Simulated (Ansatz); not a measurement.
# C13O: the cost of one run

Program: Ansatz 0.2.0. Level of theory: DFT PBE+D3(BJ), scalar-relativistic, plane waves, PAW, and further levels as typed in the inputs. These are calculated values, not measurements.

## 1. Starting point

It takes space group P1 (No. 1, triclinic). Conventional cell: a = 4.261 Å, b = 4.261 Å, c = 21.350 Å, α = 90.00°, β = 90.00°, γ = 120.00°. C (site symmetry 1) has 3 C at 1.42 Å as nearest neighbours. Only part of the 14 independent sites is listed.

Structure file:

```cif
data_structure
_symmetry_space_group_name_H-M 'P 1'
_symmetry_Int_Tables_number 1
_cell_length_a 4.2608
_cell_length_b 4.2608
_cell_length_c 21.3500
_cell_angle_alpha 90.000
_cell_angle_beta 90.000
_cell_angle_gamma 120.000
_cell_volume 335.68
loop_
_atom_site_label
_atom_site_type_symbol
_atom_site_fract_x
_atom_site_fract_y
_atom_site_fract_z
_atom_site_occupancy
C1 C 0.00000 0.00000 0.57845 1
C2 C 0.33333 0.33333 0.57845 1
C3 C 0.00000 0.00000 0.42155 1
C4 C 0.33333 0.00000 0.42155 1
C5 C 0.33333 0.66667 0.57845 1
C6 C 0.66667 0.00000 0.57845 1
C7 C 0.33333 0.66667 0.42155 1
C8 C 0.66667 0.66667 0.42155 1
C9 C 0.66667 0.33333 0.57845 1
C10 C 0.00000 0.66667 0.57845 1
C11 C 0.66667 0.33333 0.42155 1
C12 C 0.00000 0.33333 0.42155 1
C13 C 0.28165 0.08924 0.72740 1
O1 O 0.41057 0.92276 0.72600 1
```

## 2. Relaxing the atoms: C13O slab, no spin

File input.yaml:

```yaml
crystal:
  lattice:
    - [3.69, 2.1304224933, 0.0]
    - [-3.69, 2.1304224933, 0.0]
    - [0.0, 0.0, 21.35]
  atoms:
    - { symbol: C, position: [0.0, 0.0, 0.5784543326] }
    - { symbol: C, position: [0.3333333333, 0.3333333333, 0.5784543326] }
    - { symbol: C, position: [0.0, 0.0, 0.4215456674] }
    - { symbol: C, position: [0.3333333333, 0.0, 0.4215456674] }
    - { symbol: C, position: [0.3333333333, 0.6666666667, 0.5784543326] }
    - { symbol: C, position: [0.6666666667, 1.0, 0.5784543326] }
    - { symbol: C, position: [0.3333333333, 0.6666666667, 0.4215456674] }
    - { symbol: C, position: [0.6666666667, 0.6666666667, 0.4215456674] }
    - { symbol: C, position: [0.6666666667, 0.3333333333, 0.5784543326] }
    - { symbol: C, position: [1.0, 0.6666666667, 0.5784543326] }
    - { symbol: C, position: [0.6666666667, 0.3333333333, 0.4215456674] }
    - { symbol: C, position: [1.0, 0.3333333333, 0.4215456674] }
    - { symbol: C, position: [0.2816482473, 0.0892363232, 0.7274004684] }
    - { symbol: O, position: [0.4105691057, -0.0772357724, 0.7259953162] }
scf:
  occupations: { method: gaussian, width: 0.05 }
output:
  forces: true
  write_density: true
  write_potential: true
  elf: true
  volumetric_format: npy
hamiltonian:
  xc: pbe
  dispersion: d3bj
kpoints:
  mp_grid: { grid: [6, 6, 1] }
efield:
  axis: 3
  dipole_correction: true
relax:
  f_tol: 0.004
  max_steps: 50
  constraints: [{ sites: [0, 1, 2, 3, 4, 5, 6, 7, 8, 9, 10, 11] }]
```

On the command line:

```sh
ansatz run input.yaml --threads 8 --pin off --max-ram 12288MiB --backend cpu --events-out ev --progress --plain --runs-dir out
```

What time and memory should one allow on 8 threads of Arm Neoverse V2, shared host?

About 73 s, with a peak of 1 GiB.
